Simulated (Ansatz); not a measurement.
# NH2Br (triplet): wave-function methods side by side at distance Br1–H2 along a hydrogen transfer = 1.937 Å, cc-pVTZ

How much of the correlation energy of NH2Br (triplet) does each wave-function method recover here?

Program: Ansatz 0.2.0, Gaussian basis. Level of theory: cc-pVTZ, core rule «outside noble gas», up to 15 orbitals frozen. These are calculated values, not measurements.

To be run: UHF; CCSD(T) on ROHF; CCSD(T) on UHF; BCCD(T) on ROHF; CCSDT(Q) on ROHF; CCSDT(Q) on UHF; CASSCF and NEVPT2, 4 electrons in 4 orbitals; CASSCF and NEVPT2, 14 electrons in 10 orbitals.

## 1. What is computed

The geometry derives from fragments relaxed apart (PBE0/def2-TZVP) and kept rigid, so it is no stationary point. A hydrogen atom is moved between rigid fragments. No spin-orbit coupling is included. The filled d shell of Br may be among the frozen orbitals whatever the setting's name suggests; the logs give the count.

4 atoms, charge 0, spin multiplicity 3.

Atoms are counted from 1 here; the program's logs count them from 0.

Bond lengths: H2–N3 1.247 Å, N3–H4 1.040 Å. Angles: H2–N3–H4 105.0°.

## 2. UHF

in.yaml

```yaml
crystal:
  periodic: [false, false, false]
  atoms:
    - {symbol: Br, position_ang: [-2.143520, 0.251057, 0.000000]}
    - {symbol: H, position_ang: [-0.206520, 0.251057, 0.000000]}
    - {symbol: N, position_ang: [1.040480, 0.251057, 0.000000]}
    - {symbol: H, position_ang: [1.309561, -0.753170, 0.000000]}
basis:
  gaussian: {orbitals: cc-pVTZ}
magnetization: {spin_polarized: true, initial_magnetization: 2}
hamiltonian: {xc: hf}
output: {orbitals: {seedname: orbitals}}
```

Launch:

```
> ansatz run in.yaml --threads 1 --pin off --events-out ev --progress --plain --max-ram 2816MiB --backend cpu
```

After this run come: CCSD(T) on ROHF; CCSD(T) on UHF; BCCD(T) on ROHF; CCSDT(Q) on ROHF; CCSDT(Q) on UHF; CASSCF and NEVPT2, 4 electrons in 4 orbitals; CASSCF and NEVPT2, 14 electrons in 10 orbitals.

**Question.** What will the summary of the whole plan be? Wanted: UCCSDT(Q) below the RHF energy; RMP2 from UCCSDT(Q); UMP2 from UCCSDT(Q); RCCSD from UCCSDT(Q); RCCSD(T) from UCCSDT(Q); UCCSD(T) from UCCSDT(Q); RCCSDT(Q) from UCCSDT(Q); NEVPT2 pair from UCCSDT(Q); NEVPT2 valence from UCCSDT(Q).

**Answer**, as computed:

| quantity | value |
| --- | --- |
| UCCSDT(Q) below the RHF energy | -10.9372 eV |
| RMP2 from UCCSDT(Q) | +1423.1 meV |
| UMP2 from UCCSDT(Q) | +1500.4 meV |
| RCCSD from UCCSDT(Q) | +431.6 meV |
| RCCSD(T) from UCCSDT(Q) | +53.8 meV |
| UCCSD(T) from UCCSDT(Q) | +53.9 meV |
| RCCSDT(Q) from UCCSDT(Q) | +3.6 meV |
| NEVPT2 pair from UCCSDT(Q) | +1342.2 meV |
| NEVPT2 valence from UCCSDT(Q) | +1872.5 meV |
| levels within 1 kcal/mol (43 meV) | RCCSDT, UCCSDT, RCCSDT(Q) |
| T1 diagnostic | 0.037 |
| effectively unpaired electrons | 2.03 |

What this shows: RCCSD(T) misses by +53.8 meV, 0.5 % of the correlation energy. One determinant dominates. Of the multireference levels listed NEVPT2 pair comes nearest in total energy (+1342.2 meV), which doesn't show that its space is the better one. These misses are within one basis, not against nature; the frozen cores of restricted and unrestricted runs differ, which can shift their rows.
